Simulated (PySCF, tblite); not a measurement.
# C₇H₁₃BSe: geometry, infrared bands and NMR shifts

Wanted: the infrared bands and NMR shifts of C₇H₁₃BSe (`B[C@@H]1C[C@]12CCC[Se]C2`), by calculation.

Computed with tblite 0.8.0 and PySCF 2.14.0, with density-fitted response routines of our own, on a single molecule in the gas phase. Atoms are numbered from 0 throughout.

## 1. The starting structure

22 atoms, charge 0, multiplicity 1; geometry from: force field or distance geometry start.

Bonds of the start (Å): B0–C1 1.60, C1–C2 1.52, C2–C3 1.51, C3–C4 1.54, C4–C5 1.52, C5–C6 1.54, C6–Se7 1.96, Se7–C8 1.95, C3–C1 1.54, C8–C3 1.53, B0–H9 1.18, B0–H10 1.18, C1–H11 1.11, C2–H12 1.12, C2–H13 1.12, C4–H14 1.11, C4–H15 1.11, C5–H16 1.11, C5–H17 1.12, C6–H18 1.11, C6–H19 1.10, C8–H20 1.11, C8–H21 1.12.

## 2. Geometry optimisation with GFN2-xTB

The job: settings as JSON, then the geometry in Å.

```
{"job": {"kind": "relax", "xc": "GFN2-xTB", "basis": "xTB"}, "charge": 0, "multiplicity": 1}
B     -2.340000    -0.789100     0.669100
C     -1.590300     0.589300     0.345000
C     -1.621300     1.001200    -1.115100
C     -0.310300     0.570700    -0.505000
C      0.256400    -0.770000    -1.022300
C      1.229000    -1.393300    -0.029400
C      2.441300    -0.485400     0.236200
Se     1.918900     1.136400     1.202400
C      0.701800     1.682000    -0.220200
H     -2.964200    -1.352400    -0.164500
H     -2.311600    -1.238600     1.758900
H     -1.724500     1.441300     1.046800
H     -1.747200     2.100800    -1.263000
H     -2.082000     0.278300    -1.830000
H     -0.547800    -1.493800    -1.254200
H      0.785200    -0.571900    -1.974700
H      0.710500    -1.607400     0.932000
H      1.596500    -2.363300    -0.440600
H      3.173300    -1.033600     0.874000
H      2.944200    -0.211900    -0.708000
H      1.277600     1.902200    -1.137600
H      0.194000     2.627700     0.095900
```

Started as:

```
$ OMP_NUM_THREADS=1 python probes_run.py task.json out
```

This one command runs all jobs of the session in turn.

**Question.** This job is followed by: GFN2-xTB harmonic vibrations, gas phase; GIAO PBE0/pcSseg-1 NMR shielding, non-relativistic, gas phase. Predict these results of the whole session: strongest single infrared mode (GFN2-xTB); zero-point energy (GFN2-xTB); ¹³C shifts against TMS (PBE0/pcSseg-1); ¹H shifts against TMS (PBE0/pcSseg-1, means over atoms taken as alike); ¹¹B shifts against BF3·OEt2 (PBE0/pcSseg-1); ⁷⁷Se shifts against Me2Se (PBE0/pcSseg-1); surface potential, 1st and 99th percentile.

The runs gave:

| quantity | value |
| --- | --- |
| strongest single infrared mode (GFN2-xTB) | 2662 cm⁻¹, 135 km/mol |
| zero-point energy (GFN2-xTB) | 114.2 kcal/mol |
| ¹³C shifts against TMS (PBE0/pcSseg-1) | 46.1, 45.9, 40.7, 38.9, 37.9, 35.9, 33.2 ppm |
| ¹H shifts against TMS (PBE0/pcSseg-1, means over atoms taken as alike) | 7.63, 3.49, 2.91, 2.39, 2.16, 1.76, 1.72, 1.70, 1.65, 1.61, 1.46, 0.98 ppm |
| ¹¹B shifts against BF3·OEt2 (PBE0/pcSseg-1) | 85.9 ppm |
| ⁷⁷Se shifts against Me2Se (PBE0/pcSseg-1) | 228 ppm |
| surface potential, 1st and 99th percentile | -1.08 V and 0.91 V |

Over 85 steps the energy fell by 0.428 eV; of the close pairs, B0–C1 changed most, 1.602 to 1.536 Å. All 60 modes are real, so the xTB geometry is a minimum. The strongest single mode, at 2662 cm⁻¹, moves mainly H10. Unscaled tight-binding wavenumbers are off by several per cent, some by more. Its intensities can rank the bands wrongly. At PBE0/pcSseg-1: Shielding is most anisotropic at Se7 (span 779 ppm, paramagnetic term -1467 ppm). At PBE0/pcSseg-1, counted by nearest atom on the grid, the HOMO lies on Se7 81 %, the LUMO on B0 46 %; H9, H10 about 13 % each. Spin-orbit coupling is left out, which matters for shieldings and couplings at and beside the heavy atoms.
